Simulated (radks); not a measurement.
# Lu²⁺ with its nuclear charge varied continuously

What is the energy between the elements? 69 electrons are held in [Xe] 4f14 6s1 while Z is changed in small steps.

The numbers are computed with radks (a radial shooting solver on a logarithmic mesh, Libxc functionals) version 1 (Dirac Kohn-Sham, PBE, spin-unpolarised, spherical densities, point nucleus), except any that are marked as measured or tabulated.

## 1. The system

* element: lutetium (Z = 71)
* charge: +2
* electrons: 69
* configuration: [Xe] 4f14 6s1

The outer shells:

Lu²⁺
```
[Xe] core
4f [↑↓][↑↓][↑↓][↑↓][↑↓][↑↓][↑↓]
6s [↑ ]
```

In the logs a row gives level, spin channel, occupation and eigenvalue; Etot, Ekin, Encl (electron-nucleus), Eh (Hartree) and Exc are energies, all in hartree; err is the last residual, it the number of iterations.

## 2. Z = 71

The run's settings:

```text
Z 71
configuration [Xe] 4f14 6s1
relativity Dirac
functional pbe,pbe
spin unpolarised
j_filling energy
nucleus point
c 137.035999084
```

Log:

```text
1s1/2   1   2.0000       -2321.88888997
2s1/2   1   2.0000        -395.51415877
2p1/2   1   2.0000        -377.49006613
2p3/2   1   4.0000        -336.41828651
3s1/2   1   2.0000         -90.11555815
3p1/2   1   2.0000         -82.15231780
3p3/2   1   4.0000         -73.39157472
3d3/2   1   4.0000         -59.89444296
3d5/2   1   6.0000         -57.98198614
4s1/2   1   2.0000         -18.44606424
4p1/2   1   2.0000         -15.20506213
4p3/2   1   4.0000         -13.21254460
4d3/2   1   4.0000          -7.88953236
4d5/2   1   6.0000          -7.52591170
4f5/2   1   6.0000          -1.01754015
4f7/2   1   8.0000          -0.96146118
5s1/2   1   2.0000          -2.87514418
5p1/2   1   2.0000          -1.97569090
5p3/2   1   4.0000          -1.71818991
6s1/2   1   1.0000          -0.64593007
Etot -14580.370571857244
Ekin 16256.81172311798
Encl -36219.87196722324
Eh 5684.373281581035
Exc -301.68360933301835
err 4.012856890551764e-09
it 16
```

6s1/2 is the highest filled level (-17.577 eV).

From the orbitals of this run (lengths in bohr):

| level | occupation | energy (eV) | <r> | outermost maximum (interpolated) | 90 % within | nodes |
| --- | --- | --- | --- | --- | --- | --- |
| 4d3/2 | 4 | -214.69 | 0.5410 | 0.476 | 0.814 | 1 |
| 4d5/2 | 6 | -204.79 | 0.5526 | 0.485 | 0.831 | 1 |
| 5s1/2 | 2 | -78.237 | 1.168 | 1.04 | 1.69 | 4 |
| 5p1/2 | 2 | -53.761 | 1.305 | 1.13 | 1.91 | 3 |
| 5p3/2 | 4 | -46.754 | 1.412 | 1.22 | 2.07 | 3 |
| 4f5/2 | 6 | -27.689 | 0.7116 | 0.466 | 1.22 | 0 |
| 4f7/2 | 8 | -26.163 | 0.7264 | 0.471 | 1.25 | 0 |
| 6s1/2 | 1 | -17.577 | 3.061 | 2.74 | 4.40 | 5 |

Radial density 4πr²ρ:

| r (bohr) | 4πr²ρ (e/bohr) |
| --- | --- |
| 0.000955 | 6.093 |
| 0.00151 | 12.28 |
| 0.00236 | 23.40 |
| 0.00372 | 42.05 |
| 0.00587 | 67.63 |
| 0.00919 | 91.62 |
| 0.0145 | 99.16 |
| 0.0229 | 89.07 |
| 0.0361 | 99.42 |
| 0.0565 | 128.0 |
| 0.0891 | 105.8 |
| 0.141 | 110.4 |
| 0.220 | 92.23 |
| 0.347 | 58.88 |
| 0.548 | 58.70 |
| 0.864 | 22.18 |
| 1.35 | 9.908 |
| 2.13 | 2.018 |
| 3.37 | 0.4138 |
| 5.27 | 0.04377 |

## 3. Z = 70.5

Input: that of step 2 with these lines changed.

```diff
@@ -1,2 +1,2 @@
-Z 71
+Z 70.5
 configuration [Xe] 4f14 6s1
```

Log:

```text
1s1/2   1   2.0000       -2284.82108131
2s1/2   1   2.0000        -388.12692102
2p1/2   1   2.0000        -370.30598515
2p3/2   1   4.0000        -330.54677292
3s1/2   1   2.0000         -88.04308148
3p1/2   1   2.0000         -80.17918390
3p3/2   1   4.0000         -71.71898666
3d3/2   1   4.0000         -58.37249327
3d5/2   1   6.0000         -56.52491698
4s1/2   1   2.0000         -17.76306864
4p1/2   1   2.0000         -14.57250172
4p3/2   1   4.0000         -12.65332203
4d3/2   1   4.0000          -7.41246454
4d5/2   1   6.0000          -7.06272273
4f5/2   1   6.0000          -0.68316757
4f7/2   1   8.0000          -0.63099401
5s1/2   1   2.0000          -2.55667226
5p1/2   1   2.0000          -1.68455106
5p3/2   1   4.0000          -1.44470345
6s1/2   1   1.0000          -0.48599263
Etot -14326.673674189957
Ekin 15946.644913953203
Encl -35577.83172877595
Eh 5602.612900791668
Exc -298.09976015888026
err 5.5613379795469414e-09
it 16
```

E − E(step 2, Z = 71) = +6903.4 eV. 6s1/2 is the highest filled level (-13.225 eV).

## 4. Z = 71.5

Input: that of step 3 with these lines changed.

```diff
@@ -1,2 +1,2 @@
-Z 70.5
+Z 71.5
 configuration [Xe] 4f14 6s1
```

Log:

```text
1s1/2   1   2.0000       -2359.35801225
2s1/2   1   2.0000        -403.01828438
2p1/2   1   2.0000        -384.78919311
2p3/2   1   4.0000        -342.36953395
3s1/2   1   2.0000         -92.24365880
3p1/2   1   2.0000         -84.18029733
3p3/2   1   4.0000         -75.11041510
3d3/2   1   4.0000         -61.46194255
3d5/2   1   6.0000         -59.48292675
4s1/2   1   2.0000         -19.16596477
4p1/2   1   2.0000         -15.87395821
4p3/2   1   4.0000         -13.80542927
4d3/2   1   4.0000          -8.39936528
4d5/2   1   6.0000          -8.02130378
4f5/2   1   6.0000          -1.38259626
4f7/2   1   8.0000          -1.32245999
5s1/2   1   2.0000          -3.21535579
5p1/2   1   2.0000          -2.28729416
5p3/2   1   4.0000          -2.01062139
6s1/2   1   1.0000          -0.81907789
Etot -14836.814645486858
Ekin 16571.432736431816
Encl -36868.22380678881
Eh 5765.232892038285
Exc -305.25646716814936
err 7.524848752246578e-09
it 15
```

Energy against step 2 (Z = 71): -6978.2 eV. 6s1/2 is the highest filled level (-22.288 eV).

## 5. Z = 72

Input: that of step 4 with these lines changed.

```diff
@@ -1,2 +1,2 @@
-Z 71.5
+Z 72
 configuration [Xe] 4f14 6s1
```

Log:

```text
1s1/2   1   2.0000       -2397.22842122
2s1/2   1   2.0000        -410.63706006
2p1/2   1   2.0000        -392.20112998
2p3/2   1   4.0000        -348.39746387
3s1/2   1   2.0000         -94.42428965
3p1/2   1   2.0000         -86.26003287
3p3/2   1   4.0000         -76.87219730
3d3/2   1   4.0000         -63.07171102
3d5/2   1   6.0000         -61.02442210
4s1/2   1   2.0000         -19.91939123
4p1/2   1   2.0000         -16.57582397
4p3/2   1   4.0000         -14.42855030
4d3/2   1   4.0000          -8.93859557
4d5/2   1   6.0000          -8.54552632
4f5/2   1   6.0000          -1.77534542
4f7/2   1   8.0000          -1.71099315
5s1/2   1   2.0000          -3.57494045
5p1/2   1   2.0000          -2.61729374
5p3/2   1   4.0000          -2.32005310
6s1/2   1   1.0000          -1.00448631
Etot -15096.0125543738
Ekin 16890.558635797373
Encl -37523.148696891905
Eh 5845.399992495935
Exc -308.82248577520215
err 1.0468681391076429e-08
it 14
```

E − E(step 2, Z = 71) = -14031.3 eV. 6s1/2 is the highest filled level (-27.333 eV).

## 6. All runs together

| Z | E (hartree) | E(electron-nucleus)/Z (hartree) | highest level | its energy (eV) | <r> (bohr) |
| --- | --- | --- | --- | --- | --- |
| 70.5 | -14326.6737 | -504.650 | 6s1/2 | -13.225 | 3.275 |
| 71 | -14580.3706 | -510.139 | 6s1/2 | -17.577 | 3.061 |
| 71.5 | -14836.8146 | -515.639 | 6s1/2 | -22.288 | 2.884 |
| 72 | -15096.0126 | -521.155 | 6s1/2 | -27.333 | 2.736 |

What this shows: At Z = 71 the central difference of E is -510.141 hartree, against -510.139 from the Hellmann-Feynman theorem. The top level goes from -13.225 eV at Z = 70.5 to -27.333 eV at Z = 72.
